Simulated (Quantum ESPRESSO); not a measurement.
**NbSi: zone-centre phonons under several settings**

```
CELL_PARAMETERS angstrom
3.15644 0.00000 0.00000
0.00000 3.15644 0.00000
0.00000 0.00000 3.15644
ATOMIC_POSITIONS crystal
Nb 0.00000 0.00000 0.00000
Si 0.50000 0.50000 0.50000
```

The cell was built by a generator and needn't be a form met in nature.

All runs used Quantum ESPRESSO 7.5; potentials GBRV 1.5 PBEsol; k mesh 8 × 8 × 8; no spin polarisation; cutoff 612 eV; occupations cold, width 0.2 eV.

| level | geometry | volume (Å³/atom) | pressure (GPa) | lowest optical mode without the field (cm⁻¹) |
| --- | --- | --- | --- | --- |
| PBEsol | relaxed at 0 GPa | 15.26 | 0.0 | 276 |
| PBEsol | relaxed at 5 GPa | 14.87 | 5.0 | 293 |
| PBEsol | relaxed at 10 GPa | ? | 10.0 | ? |
| PBEsol | relaxed at 20 GPa | 13.94 | 20.0 | 335 |
| PBEsol | relaxed at 40 GPa | 13.03 | 39.9 | 379 |

What stands in the row left open?

Volume 14.52 Å³/atom; lowest optical mode without the field 308 cm⁻¹.

Caveats: the mesh is thin for the phonons of a metal; the cell is more than 3 GPa from zero pressure, which shifts response properties (some runs); the volume moved by over 15 % at a fixed basis, so the end points are rough (some runs).

For the row left open. Caveat: the mesh is thin for the phonons of a metal; the cell is more than 3 GPa from zero pressure, which shifts response properties.
